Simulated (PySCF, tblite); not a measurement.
# C₆H₁₅BSi: geometry, infrared bands and NMR shifts

Wanted: the infrared bands and NMR shifts of C₆H₁₅BSi (`B[C@H](C[SiH3])C(=C)CC`), by calculation.

Programs: tblite 0.8.0 and PySCF 2.14.0, with density-fitted response routines of our own. Each step states its level of theory. These are calculated values for one molecule in the gas phase, unless marked as measured. Atoms are numbered from 0 throughout.

### 1 The molecule as given

23 atoms, charge 0, multiplicity 1; geometry from: force field or distance geometry start.

Bonds of the start (Å): B0–C1 1.60, C1–C2 1.55, C2–Si3 1.88, C1–C4 1.51, C4–C5 1.35, C4–C6 1.51, C6–C7 1.52, B0–H8 1.18, B0–H9 1.18, C1–H10 1.12, C2–H11 1.11, C2–H12 1.11, Si3–H13 1.46, Si3–H14 1.47, Si3–H15 1.47, C5–H16 1.09, C5–H17 1.08, C6–H18 1.10, C6–H19 1.12, C7–H20 1.11, C7–H21 1.11, C7–H22 1.11.

### 2 Relaxing the molecule with GFN2-xTB

The job: settings as JSON, then the geometry in Å.

```
{"job": {"kind": "relax", "xc": "GFN2-xTB", "basis": "xTB"}, "charge": 0, "multiplicity": 1}
B     -0.074300     0.656700     2.272900
C      0.368200    -0.096100     0.930100
C      1.907200     0.002300     0.750100
Si     2.511200    -1.074500    -0.666000
C     -0.410000     0.414800    -0.254700
C     -0.301100     1.693800    -0.673900
C     -1.309900    -0.523100    -1.032200
C     -2.772100    -0.258500    -0.701000
H     -0.625000     0.062900     3.137600
H      0.101600     1.818500     2.399300
H      0.124700    -1.173100     1.109500
H      2.201400     1.051100     0.548500
H      2.413700    -0.332400     1.678400
H      1.917300    -0.637700    -1.927300
H      2.124000    -2.468500    -0.396100
H      3.973200    -0.981300    -0.735000
H      0.343400     2.402000    -0.144600
H     -0.847800     2.047100    -1.536000
H     -1.141200    -0.404700    -2.114900
H     -1.071000    -1.581000    -0.770800
H     -3.419200    -0.976400    -1.256300
H     -2.961000    -0.389800     0.384600
H     -3.058200     0.775100    -0.992100
```

On the command line:

```sh
OMP_NUM_THREADS=1 python probes_run.py task.json out
```

This one command runs all jobs of the session in turn.

**Question.** This job is followed by: GFN2-xTB harmonic vibrations, gas phase; GIAO PBE0/pcSseg-1 NMR shielding, non-relativistic, gas phase. Predict these results of the whole session: strongest single infrared mode (GFN2-xTB); zero-point energy (GFN2-xTB); 13C shifts against TMS (PBE0/pcSseg-1); 1H shifts against TMS (PBE0/pcSseg-1, means over atoms taken as alike); 11B shifts against BF3·OEt2 (PBE0/pcSseg-1); 29Si shifts against TMS (PBE0/pcSseg-1).

**Answer**, as computed:

```
                                                              quantity                                                           value
                             strongest single infrared mode (GFN2-xTB)                                           2254 cm⁻¹, 433 km/mol
                                          zero-point energy (GFN2-xTB)                                                  117.4 kcal/mol
                                13C shifts against TMS (PBE0/pcSseg-1)                        152.8, 126.7, 44.9, 41.0, 17.9, 17.6 ppm
1H shifts against TMS (PBE0/pcSseg-1, means over atoms taken as alike)  6.01, 5.71, 5.08, 3.85, 2.51, 2.27, 2.13, 1.40, 1.11, 1.10 ppm
                           11B shifts against BF3·OEt2 (PBE0/pcSseg-1)                                                        60.1 ppm
                               29Si shifts against TMS (PBE0/pcSseg-1)                                                       -77.3 ppm
```

The optimisation took 204 steps and gained 0.251 eV; among the close pairs (by a distance rule), B0–C1 changed most, from 1.602 to 1.572 Å. All 63 modes are real, so the xTB geometry is a minimum. The strongest single mode, at 2254 cm⁻¹, moves mainly H15. Unscaled tight-binding wavenumbers are off by several per cent, some by more. Its intensities can rank the bands wrongly. The most deshielded carbon is C4 (fully substituted alkene carbon), at 152.8 ppm: as expected for a trigonal carbon in a double bond. At PBE0/pcSseg-1: The largest span, 246 ppm, is at C4, where the paramagnetic term is -233 ppm.
